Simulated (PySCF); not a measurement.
# A diatomic session: KNa

An exercise on one series of results from a longer session: the logs are not shown, and one member is left open.

Program: PySCF 2.14.0. Level of theory: K pcseg-2, Na pcseg-2, no relativity. These are calculated values, not measurements.

The first run:

Settings of the job:

```yaml
atoms: K, Na
charge: 0
basis: K pcseg-2, Na pcseg-2
Hamiltonian: no relativity
basis_functions: 52
electrons_treated: 30
masses_in_u: 38.9637, 22.9898
levels: PBE0, PBE, r²SCAN, PW91, B3LYP, B2PLYP, HSE06, HF, MP2, SCS-MP2, CCSD, CCSD(T)
grid: 80 radial by 434 angular points
occupations: held fixed by the projection of orbital angular momentum
dissociation_limit: K + Na, each in its ground configuration
starting_distance_in_angstrom: 3.520
values_of_2S_to_try: 0, 2
```

Command:

```console
> OMP_NUM_THREADS=1 python dia.py task.json out
```

Among the steps run: The job; First curve: PBE0; Other states along the same grid; PBE (GGA); r²SCAN (meta-GGA); PW91 (GGA); B3LYP; B2PLYP; HSE06; RHF (mean field); Adding correlation.

One of the session's tables, all rows but one given; the rest of the session is left out.

It belongs to the step «The curves together». Energy (eV) from each level's lowest point:

| R (Å) | RHF | RHF-MP2 | RHF-SCS-MP2 | RHF-CCSD | RHF-CCSD(T) |
| --- | --- | --- | --- | --- | --- |
| 3.048 | 0.209 | 0.103 | 0.113 | n/a | n/a |
| 3.190 | 0.118 | 0.043 | 0.050 | 0.050 | 0.048 |
| 3.331 | 0.056 | 0.010 | 0.014 | 0.015 | 0.013 |
| 3.438 | 0.026 | 0.000 | 0.002 | 0.002 | 0.002 |
| 3.544 | 0.008 | 0.000 | 0.000 | 0.000 | 0.000 |
| 3.650 | 0.000 | 0.009 | 0.007 | 0.006 | 0.006 |
| 3.792 | 0.003 | 0.031 | 0.027 | 0.025 | 0.025 |
| 3.969 | ? | ? | ? | ? | ? |
| 4.182 | 0.069 | 0.137 | 0.127 | 0.118 | 0.114 |
| 4.465 | 0.152 | 0.239 | 0.226 | n/a | n/a |

Q: Estimate the row for R (Å) = 3.969 from the others.

Worked estimate for «RHF». A straight line through the neighbours (3.792, 0.003) and (4.182, 0.069) gives 0.003 + (0.069 − 0.003) × (3.969 − 3.792) / (4.182 − 3.792) = 0.033; a parabola fitted to 4 rows on both sides gives 0.026.

**Answer.** RHF: 0.024; RHF-MP2: 0.073; RHF-SCS-MP2: 0.066; RHF-CCSD: 0.061; RHF-CCSD(T): 0.060. In «RHF» the line misses by +0.009 and the parabola by +0.002.
